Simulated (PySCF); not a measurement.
# Hf: excitation energy in x2c-TZVPPall

Aim: the excitation energy of hafnium from differences of total energies, at each level of theory, and how far each lands from the tabulated value where there is one.

The numbers are computed with PySCF 2.14.0 (unrestricted determinants in a Gaussian basis, no spin-orbit coupling in the energies), except any that are marked as measured or tabulated.

### Step 1. The atom as given

| Item | Value |
| --- | --- |
| Element | hafnium (Z = 72) |
| Basis | x2c-TZVPPall (11s7p7d3f1g, 97 functions) |
| Hamiltonian | the spin-free X2C one-electron Hamiltonian (Gaussian nucleus) |
| State 1 | Hf: [Xe] 4f14 5d4, high-spin 5D determinant (an excited configuration) |
| Needed too, but not shown | Hf [Xe] 4f14 5d2 6s2 (3F) |
| Methods | UHF, LDA, PBE, PBE0, r2SCAN, revPBE, BP86, wB97M-V, MP2 |
| Core shells frozen in the correlated runs | valence: [Xe] 4f14; valence and next inner shell: [Kr] 4d10 4f14 (for Hf) |

The outer shells:

Hf [Xe] 4f14 5d4
```
[Xe] core
4f [↑↓][↑↓][↑↓][↑↓][↑↓][↑↓][↑↓]
5d [↑ ][↑ ][↑ ][↑ ][  ]
```

One driver process ran all states and methods and kept the integrals in memory. Each run is shown as a PySCF script that sums up its settings (the driver passes frozen orbitals as a list and adds second-order terms of double hybrids); the logs are those of the runs themselves. The driver starts from symmetry-adapted Hartree-Fock orbitals, holds the occupation by maximum overlap and uses a logarithmic radial grid for functionals, so a plain start would take other cycles.

The integrals over 97 functions and the set-up took 8.8 s of CPU time.

### Step 2. Hf [Xe] 4f14 5d4: the ladder of methods

**UHF**

Input file input.py:

```python
from pyscf import gto, scf, dft, mp, cc
import basis_set_exchange as bse
mol = gto.M(atom="Hf 0 0 0", charge=0, spin=4, symmetry="D2h",
            basis=gto.basis.parse(bse.get_basis("x2c-TZVPPall", elements=["Hf"], fmt="nwchem")),
            nucmod="G")
mf = scf.UHF(mol).sfx2c1e()
mf.irrep_nelec = {'Ag': (10, 9), 'B1g': (3, 2), 'B2g': (3, 2), 'B3g': (3, 2), 'Au': (1, 1), 'B1u': (6, 6), 'B2u': (6, 6), 'B3u': (6, 6)}
mf.kernel()
```

**LDA**

Changes to input.py:

```diff
@@ -5,3 +5,3 @@
             nucmod="G")
-mf = scf.UHF(mol).sfx2c1e()
+mf = dft.UKS(mol, xc="LDA,VWN").sfx2c1e()
 mf.irrep_nelec = {'Ag': (10, 9), 'B1g': (3, 2), 'B2g': (3, 2), 'B3g': (3, 2), 'Au': (1, 1), 'B1u': (6, 6), 'B2u': (6, 6), 'B3u': (6, 6)}
```

**PBE**

Changes to input.py:

```diff
@@ -5,3 +5,3 @@
             nucmod="G")
-mf = dft.UKS(mol, xc="LDA,VWN").sfx2c1e()
+mf = dft.UKS(mol, xc="PBE").sfx2c1e()
 mf.irrep_nelec = {'Ag': (10, 9), 'B1g': (3, 2), 'B2g': (3, 2), 'B3g': (3, 2), 'Au': (1, 1), 'B1u': (6, 6), 'B2u': (6, 6), 'B3u': (6, 6)}
```

**PBE0**

Changes to input.py:

```diff
@@ -5,3 +5,3 @@
             nucmod="G")
-mf = dft.UKS(mol, xc="PBE").sfx2c1e()
+mf = dft.UKS(mol, xc="PBE0").sfx2c1e()
 mf.irrep_nelec = {'Ag': (10, 9), 'B1g': (3, 2), 'B2g': (3, 2), 'B3g': (3, 2), 'Au': (1, 1), 'B1u': (6, 6), 'B2u': (6, 6), 'B3u': (6, 6)}
```

**r2SCAN**

Changes to input.py:

```diff
@@ -5,3 +5,3 @@
             nucmod="G")
-mf = dft.UKS(mol, xc="PBE0").sfx2c1e()
+mf = dft.UKS(mol, xc="R2SCAN").sfx2c1e()
 mf.irrep_nelec = {'Ag': (10, 9), 'B1g': (3, 2), 'B2g': (3, 2), 'B3g': (3, 2), 'Au': (1, 1), 'B1u': (6, 6), 'B2u': (6, 6), 'B3u': (6, 6)}
```

**revPBE**

Changes to input.py:

```diff
@@ -5,3 +5,3 @@
             nucmod="G")
-mf = dft.UKS(mol, xc="R2SCAN").sfx2c1e()
+mf = dft.UKS(mol, xc="PBE_R,PBE").sfx2c1e()
 mf.irrep_nelec = {'Ag': (10, 9), 'B1g': (3, 2), 'B2g': (3, 2), 'B3g': (3, 2), 'Au': (1, 1), 'B1u': (6, 6), 'B2u': (6, 6), 'B3u': (6, 6)}
```

**BP86**

Changes to input.py:

```diff
@@ -5,3 +5,3 @@
             nucmod="G")
-mf = dft.UKS(mol, xc="PBE_R,PBE").sfx2c1e()
+mf = dft.UKS(mol, xc="B88,P86").sfx2c1e()
 mf.irrep_nelec = {'Ag': (10, 9), 'B1g': (3, 2), 'B2g': (3, 2), 'B3g': (3, 2), 'Au': (1, 1), 'B1u': (6, 6), 'B2u': (6, 6), 'B3u': (6, 6)}
```

**wB97M-V**

Changes to input.py:

```diff
@@ -5,3 +5,3 @@
             nucmod="G")
-mf = dft.UKS(mol, xc="B88,P86").sfx2c1e()
+mf = dft.UKS(mol, xc="WB97M_V").sfx2c1e()
 mf.irrep_nelec = {'Ag': (10, 9), 'B1g': (3, 2), 'B2g': (3, 2), 'B3g': (3, 2), 'Au': (1, 1), 'B1u': (6, 6), 'B2u': (6, 6), 'B3u': (6, 6)}
```

**MP2 (valence)**

Changes to input.py:

```diff
@@ -5,4 +5,5 @@
             nucmod="G")
-mf = dft.UKS(mol, xc="WB97M_V").sfx2c1e()
+mf = scf.UHF(mol).sfx2c1e()
 mf.irrep_nelec = {'Ag': (10, 9), 'B1g': (3, 2), 'B2g': (3, 2), 'B3g': (3, 2), 'Au': (1, 1), 'B1u': (6, 6), 'B2u': (6, 6), 'B3u': (6, 6)}
 mf.kernel()
+mp.UMP2(mf, frozen=34).kernel()
```

### Step 3. Hf [Xe] 4f14 5d4, continued

**MP2 (valence and next inner shell)**

input.py: that of step 2 with these lines changed.

```diff
@@ -8,2 +8,2 @@
 mf.kernel()
-mp.UMP2(mf, frozen=34).kernel()
+mp.UMP2(mf, frozen=30).kernel()
```

Before running it: what results should come out?

**Answer**, as computed:

| quantity | value |
| --- | --- |
| excitation energy, Hf → [Xe] 4f14 5d4 | UHF 4.408, MP2 (valence and next inner shell) 4.881 eV |

What this shows: The methods span 1.166 eV, from revPBE (4.266) to SCS-MP2 (valence and next inner shell) (5.432). No reference value is at hand in this session. All values hold for this basis alone; no basis-set limit was taken.
